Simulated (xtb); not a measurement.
**GFN-FF run of CH10AlNSi2 (SMILES [AlH2][N]([SiH3])C[SiH3])**

What is the energy change on altering one bond length of CH10AlNSi2 at GFN-FF? 

The results are computed with xtb 6.7.1.

18 further runs of the same task are left out: 18 set aside as unsound or not needed.

**1. The system as given**

CH10AlNSi2: 15 atoms, total charge 0, spin state singlet. SMILES: `[AlH2][N]([SiH3])C[SiH3]`. The shape comes from GFN2-xTB, which is rough for such elements, and wasn't checked as a minimum. This is one conformer, not always the lowest.

Bond lengths: Al1–N2 1.812 Å, N2–Si3 1.738 Å, N2–C4 1.467 Å, C4–Si5 1.896 Å, Al1–H6 1.547 Å, Al1–H7 1.546 Å, Si3–H8 1.469 Å, Si3–H9 1.468 Å, Si3–H10 1.469 Å, C4–H11 1.097 Å, C4–H12 1.096 Å, Si5–H13 1.464 Å, Si5–H14 1.493 Å, Si5–H15 1.464 Å. Some angles: Al1–N2–Si3 122.7°, Al1–N2–C4 121.5°, Si3–N2–C4 115.8°, N2–C4–Si5 109.7°, N2–Al1–H6 120.2°, N2–Al1–H7 120.8°, N2–Si3–H8 111.0°, N2–Si3–H9 103.4°, N2–Si3–H10 109.4°, N2–C4–H11 109.9°.

**2. Energy and gradient at GFN-FF**

File detailed.inp:

```
$chrg 0
$spin 0
$end
```

File in.coord:

```
$coord angs
    -0.5292000    -0.6048100     1.6163500  Al
     0.3908800    -0.4269500     0.0653400  N
     1.7861300    -1.3915500    -0.3135900  Si
    -0.0444400     0.5040700    -0.9819800  C
    -1.4158900     1.6271800    -0.3091900  Si
    -0.3388600     0.4227000     2.7570600  H
    -1.3804900    -1.8655400     1.8907500  H
     1.5378800    -2.2369600    -1.4887100  H
     1.9980000    -2.1767600     0.9089400  H
     2.9220000    -0.5100100    -0.6164800  H
    -0.4020300    -0.0569700    -1.8544600  H
     0.8069300     1.0971900    -1.3351400  H
    -0.8620200     2.6881300     0.5347200  H
    -2.2687500     0.7414000     0.5374700  H
    -2.2001400     2.1888800    -1.4110700  H
$end
```

Command:

```console
$ xtb in.coord --gff --input detailed.inp --grad > out.txt
```

Standard output, shortened:

```text
* xtb version 6.7.1
[...]
         ::                     SUMMARY                     ::
         :::::::::::::::::::::::::::::::::::::::::::::::::::::
         :: total energy              -1.608498274120 Eh    ::
         :: gradient norm              0.052203221054 Eh/a0 ::
         ::.................................................::
         :: bond energy               -1.700803742440 Eh    ::
         :: angle energy               0.035249569564 Eh    ::
         :: torsion energy             0.018435476114 Eh    ::
         :: repulsion energy           0.063748770643 Eh    ::
         :: electrostat energy        -0.015857672316 Eh    ::
         :: dispersion energy         -0.008860911494 Eh    ::
         :: HB energy                  0.000000000000 Eh    ::
         :: XB energy                  0.000000000000 Eh    ::
         :: bonded atm energy         -0.000409764191 Eh    ::
         :: external energy            0.000000000000 Eh    ::
         :: add. restraining           0.000000000000 Eh    ::
         :: total charge              -0.000000000000 e     ::
[...]
molecular dipole:
                 x           y           z       tot (Debye)
 q only:       -0.026      -0.006       0.037       0.117
           -------------------------------------------------
          | TOTAL ENERGY               -1.608498274120 Eh   |
          | GRADIENT NORM               0.052203221054 Eh/α |
           -------------------------------------------------
########################################################################
[WARNING] Runtime exception occurred
-1- gfnff_setup: Could not read topology file.
########################################################################
[...]
```

Standard error:

```text
normal termination of xtb
```

Run time: 0.021 s. Hardware: 1 thread of Intel Xeon Platinum 8259CL at 2.50GHz (Skylake/Cascade Lake), shared host.

**3. The distorted shape, same level**

File start.xyz:

```xyz
15
CH10AlNSi2
Al    -0.323500    -0.773262     1.515440
N      0.596580    -0.595402    -0.035570
Si     1.991830    -1.560002    -0.414500
C      0.161260     0.335618    -1.082890
Si    -1.415890     1.627180    -0.309190
H     -0.133160     0.254248     2.656150
H     -1.174790    -2.033992     1.789840
H      1.743580    -2.405412    -1.589620
H      2.203700    -2.345212     0.808030
H      3.127700    -0.678462    -0.717390
H     -0.196330    -0.225422    -1.955370
H      1.012630     0.928738    -1.436050
H     -0.862020     2.688130     0.534720
H     -2.268750     0.741400     0.537470
H     -2.200140     2.188880    -1.411070
```

Command:

```console
$ xtb start.xyz --uhf 0 --grad --gff --parallel 1 > xtb.out
```

Standard output, shortened:

```text
* xtb version 6.7.1
[...]
         ::                     SUMMARY                     ::
         :::::::::::::::::::::::::::::::::::::::::::::::::::::
         :: total energy              -1.589718467479 Eh    ::
         :: gradient norm              0.107734893915 Eh/a0 ::
         ::.................................................::
         :: bond energy               -1.673707840836 Eh    ::
         :: angle energy               0.033423406612 Eh    ::
         :: torsion energy             0.018349661308 Eh    ::
         :: repulsion energy           0.057257715116 Eh    ::
         :: electrostat energy        -0.015916855128 Eh    ::
         :: dispersion energy         -0.008818088256 Eh    ::
         :: HB energy                  0.000000000000 Eh    ::
         :: XB energy                  0.000000000000 Eh    ::
         :: bonded atm energy         -0.000306466295 Eh    ::
         :: external energy            0.000000000000 Eh    ::
         :: add. restraining           0.000000000000 Eh    ::
         :: total charge              -0.000000000000 e     ::
[...]
molecular dipole:
                 x           y           z       tot (Debye)
 q only:       -0.022      -0.012       0.039       0.119
           -------------------------------------------------
          | TOTAL ENERGY               -1.589718467479 Eh   |
          | GRADIENT NORM               0.107734893915 Eh/α |
           -------------------------------------------------
########################################################################
[WARNING] Runtime exception occurred
-1- gfnff_setup: Could not read topology file.
########################################################################
[...]
```

Standard error:

```text
normal termination of xtb
```

It took 0.021 s on 1 thread of Intel Xeon Platinum 8259CL at 2.50GHz (Skylake/Cascade Lake), shared host.

**4. Results**

At GFN-FF:

| quantity | value |
| --- | --- |
| first shape: steric energy (arbitrary zero) | -1.60850 Eh |
| first shape: dipole moment (from atomic charges) | 0.12 D |
| first shape: dispersion energy | -23.26 kJ/mol |
| first shape: largest force on an atom | 1.718 eV/Å |
| distorted shape: steric energy (arbitrary zero) | -1.58972 Eh |
| distorted shape: dipole moment (from atomic charges) | 0.12 D |
| distorted shape: dispersion energy | -23.15 kJ/mol |
| distorted shape: largest force on an atom | 3.597 eV/Å |
| energy change with the C4–Si5 bond stretched from 1.896 to 2.180 Å | 0.511 eV |

With the C4–Si5 bond stretched from 1.896 to 2.180 Å the energy rises by 0.51 eV (11.8 kcal/mol). The first shape isn't relaxed at this level, so the change isn't measured from a minimum. The largest force (first shape) is 1.72 eV/Å: the shape isn't a stationary point for this species at this level.
